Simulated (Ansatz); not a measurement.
# C3H9BO: the cost of one run

Method: UKS PBE-D4/STO-3G, in Ansatz 0.2.0.

**1. The structure to begin with**

Bond lengths: B1–C2 1.540 Å, C2–O3 1.374 Å, C2–C4 1.576 Å, C4–C5 1.514 Å, B1–H6 1.224 Å, B1–H7 1.213 Å, C2–H8 1.074 Å, O3–H9 1.013 Å, C4–H10 1.144 Å, C4–H11 1.054 Å, C5–H12 1.090 Å, C5–H13 1.119 Å, C5–H14 1.109 Å. Angles (14 of 22 angles, heavy atoms first): B1–C2–O3 107.7°, B1–C2–C4 111.5°, O3–C2–C4 107.8°, C2–C4–C5 111.3°, B1–C2–H8 110.2°, O3–C2–H8 109.9°, C4–C2–H8 109.9°, C2–B1–H6 122.0°, C2–B1–H7 122.6°, C2–O3–H9 110.8°, C2–C4–H10 103.9°, C2–C4–H11 109.5°, C5–C4–H10 107.5°, C5–C4–H11 115.0°.

As a file:

```xyz
14

B    -1.2203    1.2300    1.0569
C    -0.4217   -0.0036    0.5948
O     0.5328   -0.2630    1.5481
C     0.3206    0.2680   -0.7682
C     0.9825   -0.9879   -1.2945
H    -2.4334    1.1954    1.2182
H    -0.7086    2.3186    1.2139
H    -1.0747   -0.8501    0.4926
H     0.1302   -0.7590    2.3337
H    -0.5241    0.5395   -1.4910
H     0.9618    1.0974   -0.6603
H     1.4447   -0.7554   -2.2539
H     0.2258   -1.8053   -1.3989
H     1.7714   -1.2539   -0.5626
```

**2. Relaxing end A**

Input file input.yaml:

```yaml
crystal:
  periodic: [false, false, false]
  atoms:
    - { symbol: B, position_ang: [-1.2203, 1.23, 1.0569] }
    - { symbol: C, position_ang: [-0.4217, -0.0036, 0.5948] }
    - { symbol: O, position_ang: [0.5328, -0.263, 1.5481] }
    - { symbol: C, position_ang: [0.3206, 0.268, -0.7682] }
    - { symbol: C, position_ang: [0.9825, -0.9879, -1.2945] }
    - { symbol: H, position_ang: [-2.4334, 1.1954, 1.2182] }
    - { symbol: H, position_ang: [-0.7086, 2.3186, 1.2139] }
    - { symbol: H, position_ang: [-1.0747, -0.8501, 0.4926] }
    - { symbol: H, position_ang: [0.1302, -0.759, 2.3337] }
    - { symbol: H, position_ang: [-0.5241, 0.5395, -1.491] }
    - { symbol: H, position_ang: [0.9618, 1.0974, -0.6603] }
    - { symbol: H, position_ang: [1.4447, -0.7554, -2.2539] }
    - { symbol: H, position_ang: [0.2258, -1.8053, -1.3989] }
    - { symbol: H, position_ang: [1.7714, -1.2539, -0.5626] }
magnetization:
  spin_polarized: true
basis:
  gaussian: { orbitals: STO-3G }
hamiltonian:
  xc: pbe
  dispersion: d4
relax:
  f_tol: 0.02
  max_steps: 50
```

The run is started by

```bash
> ansatz run input.yaml --threads 1 --pin off --max-ram 2048MiB --backend cpu --events-out ev --progress --plain --runs-dir out
```

Q: Estimate wall time and peak memory on 1 thread of AMD EPYC 7B13 (Zen 3), shared host.

About 36 s, with a peak of 0.17 GiB.
